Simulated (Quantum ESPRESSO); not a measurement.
A run of Quantum ESPRESSO 7.5 is set up as follows.

Contents of pw.in:

```
&CONTROL
  calculation = 'scf'
  prefix = 'pwscf'
  outdir = './tmp'
  pseudo_dir = './pseudo'
  tprnfor = .true.
  disk_io = 'nowf'
/
&SYSTEM
  ibrav = 0
  nat = 3
  ntyp = 2
  ecutwfc = 45
  ecutrho = 360
  nbnd = 24
  occupations = 'smearing'
  smearing = 'gaussian'
  degauss = 0.00367493
  nspin = 2
  starting_magnetization(1) = 0.25
  starting_magnetization(2) = 0
  nosym = .true.
/
&ELECTRONS
  conv_thr = 7.5d-07
  electron_maxstep = 100
  mixing_beta = 0.7
  mixing_ndim = 20
  startingpot = 'file'
  mixing_fixed_ns = 5
/
ATOMIC_SPECIES
Pt   195.0840 pt_pbe_v1.4.uspp.F.UPF
S     32.0600 s_pbe_v1.4.uspp.F.UPF
CELL_PARAMETERS angstrom
   3.5431995400    0.0000000000    0.0000000000
  -1.7715997700    3.0685008100    0.0000000000
   0.0000000000    0.0000000000    5.0388000900
ATOMIC_POSITIONS crystal
Pt     0.0000000000    0.0000000000    0.0000000000
S      0.3333333333    0.6666666667    0.2500000000
S      0.6666666667    0.3333333333    0.7500000000
K_POINTS automatic
5 5 3 0 0 0
HUBBARD {atomic}
U Pt-5d 7.0
```

The input start.in:

```
&CONTROL
  calculation = 'scf'
  prefix = 'pwscf'
  outdir = './tmp'
  pseudo_dir = './pseudo'
  disk_io = 'nowf'
/
&SYSTEM
  ibrav = 0
  nat = 3
  ntyp = 2
  ecutwfc = 45
  ecutrho = 360
  nbnd = 24
  occupations = 'smearing'
  smearing = 'gaussian'
  degauss = 0.00367493
  nspin = 2
  starting_magnetization(1) = 0.25
  starting_magnetization(2) = 0
  nosym = .true.
/
&ELECTRONS
  conv_thr = 7.5d-07
  electron_maxstep = 1
  mixing_beta = 0.7
  mixing_ndim = 20
  scf_must_converge = .false.
/
ATOMIC_SPECIES
Pt   195.0840 pt_pbe_v1.4.uspp.F.UPF
S     32.0600 s_pbe_v1.4.uspp.F.UPF
CELL_PARAMETERS angstrom
   3.5431995400    0.0000000000    0.0000000000
  -1.7715997700    3.0685008100    0.0000000000
   0.0000000000    0.0000000000    5.0388000900
ATOMIC_POSITIONS crystal
Pt     0.0000000000    0.0000000000    0.0000000000
S      0.3333333333    0.6666666667    0.2500000000
S      0.6666666667    0.3333333333    0.7500000000
K_POINTS automatic
5 5 3 0 0 0
HUBBARD {atomic}
U Pt-5d 7.0
```

File occup.txt:

```
 1.0000  0.0000  0.0000  0.0000  0.0000
 0.0000  1.0000  0.0000  0.0000  0.0000
 0.0000  0.0000  1.0000  0.0000  0.0000
 0.0000  0.0000  0.0000  1.0000  0.0000
 0.0000  0.0000  0.0000  0.0000  1.0000
 0.0804  0.0278 -0.1804  0.2005 -0.0209
 0.0278  0.0096 -0.0624  0.0694 -0.0072
-0.1804 -0.0624  0.4045 -0.4497  0.0469
 0.2005  0.0694 -0.4497  0.5000 -0.0521
-0.0209 -0.0072  0.0469 -0.0521  0.0054
 0.0000  0.0000  0.0000  0.0000  0.0000
 0.0000  0.0000  0.0000  0.0000  0.0000
 0.0000  0.0000  0.0000  0.0000  0.0000
 0.0000  0.0000  0.0000  0.0000  0.0000
 0.0000  0.0000  0.0000  0.0000  0.0000
 0.0000  0.0000  0.0000  0.0000  0.0000
 0.0000  0.0000  0.0000  0.0000  0.0000
 0.0000  0.0000  0.0000  0.0000  0.0000
 0.0000  0.0000  0.0000  0.0000  0.0000
 0.0000  0.0000  0.0000  0.0000  0.0000
 0.0000  0.0000  0.0000  0.0000  0.0000
 0.0000  0.0000  0.0000  0.0000  0.0000
 0.0000  0.0000  0.0000  0.0000  0.0000
 0.0000  0.0000  0.0000  0.0000  0.0000
 0.0000  0.0000  0.0000  0.0000  0.0000
 0.0000  0.0000  0.0000  0.0000  0.0000
 0.0000  0.0000  0.0000  0.0000  0.0000
 0.0000  0.0000  0.0000  0.0000  0.0000
 0.0000  0.0000  0.0000  0.0000  0.0000
 0.0000  0.0000  0.0000  0.0000  0.0000
```

Potentials or basis: GBRV 1.5 PBE.

The run is started by

```bash
$ OMP_NUM_THREADS=1 mpirun -n 2 pw.x -nk 2 -in start.in > start.out
$ cp occup.txt tmp/pwscf.save/occup.txt
$ OMP_NUM_THREADS=1 mpirun -n 2 pw.x -nk 2 -in pw.in > pw.out
```

(1) Estimate the largest force.

(2) What does it give for the absolute moment?

(3) Predict the net moment.

(4) What does it give for the band gap on the k mesh?

## Answers

(1) 0.499 eV/Å.

(2) 0.00 μB per cell.

(3) 0.00 μB per cell.

(4) 0.70 eV, indirect (least direct gap 1.10 eV).

Caveat: spin-orbit coupling is left out, which moves the levels of the heavy elements; an odd mesh through Γ misses points on the zone boundary, where band edges often lie; the cell's inner coordinates are idealised or old, which leaves forces on the atoms.
